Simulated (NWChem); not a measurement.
**doublet AgBr+: levels of theory compared**

We compute a comparison of 4 runs (UPBE/def2-TZVPPD, U-revPBE/def2-TZVPPD, UPBE0/def2-TZVPPD, UMP2/def2-TZVPPD) of doublet AgBr+. 

The results are computed with NWChem 7.3.0.

2 further runs of the same task are left out: 2 set aside as unsound or not needed.

### Step 1. Starting point

The species is AgBr+ (2 atoms), meant as a doublet with charge +1. As SMILES of the parent species, `[Br][Ag]`. The coordinates come from a PBE0-D4/def2-TZVP relaxation. That shape belongs to the parent species and isn't relaxed for this state.

Bond lengths: Br1–Ag2 2.409 Å.

### Step 2. The energy at UPBE/def2-TZVPPD (core potential) (run 1)

The input, m1.nw:

```
start m1
memory total 2200 mb
charge 1

geometry units angstrom noautosym nocenter noautoz
   Br     1.040000    -0.393400     0.519100
   Ag    -1.010500     0.333200    -0.515000
end

basis spherical bse
   Br library def2-TZVPPD
   Ag library def2-TZVPPD
end

ecp bse
   Ag library def2-TZVPPD
end

dft
   xc xpbe96 cpbe96
   mult 2
   grid fine
   convergence energy 1e-08
   iterations 100
   mulliken
   print low
end

task dft energy
```

Run with:

```sh
nwchem m1.nw > m1.out
```

The log of the run:

```text
[...]
 d= 0,ls=0.0,diis     1  -2720.0812793738 -2.87D+03  1.02D-02  2.67D+00     3.5
[...]
 d= 0,ls=0.5,diis    45  -2720.4583798633 -8.48D-09  5.37D-08  2.24D-08   115.9
[...]
         Total DFT energy =    -2720.458379869568
      One electron energy =    -4120.144832051122
           Coulomb energy =     1358.390952736268
    Exchange-Corr. energy =     -104.800782590135
 Nuclear repulsion energy =      146.096282035420
[...]
      Total Density - Mulliken Population Analysis
     ---------------------------------------------
    Atom       Charge   Shell Charges
 -----------   ------   -------------------------------------------------------
    1 Br  35    34.57   2.00  2.01  1.16  0.78  1.13  0.94 -0.06  6.00  5.92  1.29  2.58  0.82 -0.02  8.94  1.01  0.05  0.04 -0.01  0.01
    2 Ag  19    18.43   0.03 -0.42  1.66  0.72  0.41  0.03  5.27  0.72  0.15  0.01  5.76  3.21  0.86  0.00  0.00  0.00
[...]
      <S2> =      0.7526 (Exact =     0.7500)
[...]
```

Wall time 2 min (1 thread of AMD EPYC 9R45 (Zen 5), shared host); peak memory 0.14 GiB.

### Step 3. A single-point energy at U-revPBE/def2-TZVPPD (core potential) (run 2)

The input, agbr.nw:

```
start agbr
memory total 2200 mb
charge 1
geometry noautosym nocenter noautoz
  Br     1.040000    -0.393400     0.519100
  Ag    -1.010500     0.333200    -0.515000
end
basis spherical bse
  * library def2-TZVPPD
end
ecp bse
  Ag library def2-TZVPPD
end
dft
  xc revpbe cpbe96
  mult 2
  grid fine
  convergence energy 1e-08
  iterations 100
  mulliken
end
task dft energy
```

Run with:

```sh
nwchem agbr.nw > agbr.out
```

The log of the run:

```text
[...]
          Wavefunction type:  spin polarized.
          No. of atoms     :     2
          No. of electrons :    53
[...]
          Charge           :     1
          Spin multiplicity:     2
[...]
          AO basis - number of functions:   113
[...]
              XC Information
              --------------
                        RevPBE Exchange Functional  1.000
            Perdew 1991 LDA Correlation Functional  1.000 local
           PerdewBurkeErnz. Correlation Functional  1.000 non-local
[...]
 d= 0,ls=0.0,diis     1  -2720.3051337213 -2.87D+03  1.01D-02  2.63D+00     3.5
[...]
 d= 0,ls=0.5,diis    45  -2720.6745770864 -7.52D-09  4.51D-08  1.89D-08   115.4
[...]
         Total DFT energy =    -2720.674577091665
      One electron energy =    -4120.328604283447
           Coulomb energy =     1358.592017198168
    Exchange-Corr. energy =     -105.034272041807
 Nuclear repulsion energy =      146.096282035420
[...]
      Total Density - Mulliken Population Analysis
     ---------------------------------------------
    Atom       Charge   Shell Charges
 -----------   ------   -------------------------------------------------------
    1 Br  35    34.57   2.00  2.01  1.16  0.78  1.12  0.95 -0.07  6.00  5.92  1.28  2.61  0.80 -0.01  8.95  1.01  0.05  0.04 -0.01  0.01
    2 Ag  19    18.43   0.03 -0.42  1.66  0.72  0.41  0.04  5.27  0.72  0.15  0.01  5.77  3.21  0.85  0.00  0.00  0.00
[...]
      <S2> =      0.7529 (Exact =     0.7500)
[...]
```

It took 2 min on 1 thread of AMD EPYC 9R45 (Zen 5), shared host; peak memory 0.14 GiB.

### Step 4. The energy at UPBE0/def2-TZVPPD (core potential) (run 3)

The input, work.nw:

```
start work
memory total 2200 mb
charge 1

geometry units angstroms noautosym nocenter noautoz
 Br     1.040000    -0.393400     0.519100
 Ag    -1.010500     0.333200    -0.515000
end

basis spherical bse
 Br library def2-TZVPPD
 Ag library def2-TZVPPD
end

ecp bse
 Ag library def2-TZVPPD
end

dft
 xc pbe0
 mult 2
 grid fine
 convergence energy 1e-08
 maxiter 100
 mulliken
end

task dft energy
```

Run with:

```sh
nwchem work.nw > work.out
```

The log of the run:

```text
[...]
          Wavefunction type:  spin polarized.
          No. of atoms     :     2
          No. of electrons :    53
[...]
          Charge           :     1
          Spin multiplicity:     2
[...]
          AO basis - number of functions:   113
[...]
              XC Information
              --------------
                         PBE0 Method XC Functional
                     Hartree-Fock (Exact) Exchange  0.250
          PerdewBurkeErnzerhof Exchange Functional  0.750
            Perdew 1991 LDA Correlation Functional  1.000 local
           PerdewBurkeErnz. Correlation Functional  1.000 non-local
[...]
 d= 0,ls=0.0,diis     1  -2720.1873306952 -2.87D+03  8.11D-03  2.45D+00     3.4
[...]
 d= 0,ls=0.0,diis    12  -2720.5329111289 -1.93D-10  2.10D-08  7.87D-12    32.1
[...]
         Total DFT energy =    -2720.532911128935
      One electron energy =    -4121.069467223640
           Coulomb energy =     1359.402613541276
    Exchange-Corr. energy =     -104.962339481991
 Nuclear repulsion energy =      146.096282035420
[...]
      Total Density - Mulliken Population Analysis
     ---------------------------------------------
    Atom       Charge   Shell Charges
 -----------   ------   -------------------------------------------------------
    1 Br  35    34.61   2.00  2.01  1.16  0.78  1.11  0.96 -0.06  6.00  5.92  1.26  2.63  0.82 -0.01  8.96  1.01  0.03  0.04 -0.01  0.01
    2 Ag  19    18.39   0.03 -0.41  1.63  0.74  0.32  0.03  5.24  0.75  0.14  0.01  5.81  3.26  0.82  0.00  0.00  0.00
[...]
      <S2> =      0.7539 (Exact =     0.7500)
[...]
```

It took 33 s on 1 thread of AMD EPYC 9R45 (Zen 5), shared host; peak memory 0.14 GiB.

### Step 5. The energy at UMP2/def2-TZVPPD (core potential) (run 4)

The input, mol.nw:

```
START mol
TITLE "AgBr mp2"
memory total 2200 mb
charge 1

GEOMETRY units bohr noautosym nocenter noautoz
 Br     1.96531517    -0.74341826     0.98095683
 Ag    -1.90956825     0.62965674    -0.97320895
END

BASIS spherical bse
 * library def2-TZVPPD
END

ECP bse
 Ag library def2-TZVPPD
END

SCF
 nopen 1
 uhf
 thresh 1e-08
 maxiter 80
END

MP2
 freeze core 9
 tight
END

TASK mp2 energy
```

Run with:

```sh
nwchem mol.nw > mol.out
```

The log of the run:

```text
[...]
  functions       =   113
[...]
  wavefunction    = UHF
[...]
         Total SCF energy =  -2718.285740589506
      One electron energy =  -4122.482545398533
      Two electron energy =   1258.100533234872
 Nuclear repulsion energy =    146.096271574155
                       Sz =      0.5000
                 Sz(Sz+1) =      0.7500
                      S^2 =      0.7595
[...]
          Total MP2 energy         -2719.173807844754
[...]
```

It took 58 s on 1 thread of AMD EPYC 9R45 (Zen 5), shared host; peak memory 0.49 GiB.

### Step 6. All runs side by side

| run | level | integration grid | iteration cap | energy (Eh) | ⟨S²⟩ | wall time |
| --- | --- | --- | --- | --- | --- | --- |
| 1 | UPBE/def2-TZVPPD (core potential) | fine | 100 | -2720.458380 | 0.753 | 2 min |
| 2 | U-revPBE/def2-TZVPPD (core potential) | fine | 100 | -2720.674577 | 0.753 | 2 min |
| 3 | UPBE0/def2-TZVPPD (core potential) | fine | 100 | -2720.532911 | 0.754 | 33 s |
| 4 | UMP2/def2-TZVPPD (core potential) | – | 80 | -2719.173808 | 0.759 | 58 s |

### Step 7. Results

```
                                                         quantity           value
                                              run 4: total energy  -2719.17381 Eh
run 4: HOMO energy (Hartree–Fock orbitals) (highest over α and β)       -17.54 eV
 run 4: LUMO energy (Hartree–Fock orbitals) (lowest over α and β)        -7.08 eV
               run 4: correlation energy (9 core orbitals frozen)      -888.1 mEh
                         run 4: ⟨S²⟩ of the reference determinant           0.759
```

In words: Totals of different functionals can't be ranked against each other. All runs together took 5.5 min, the longest 2 min.
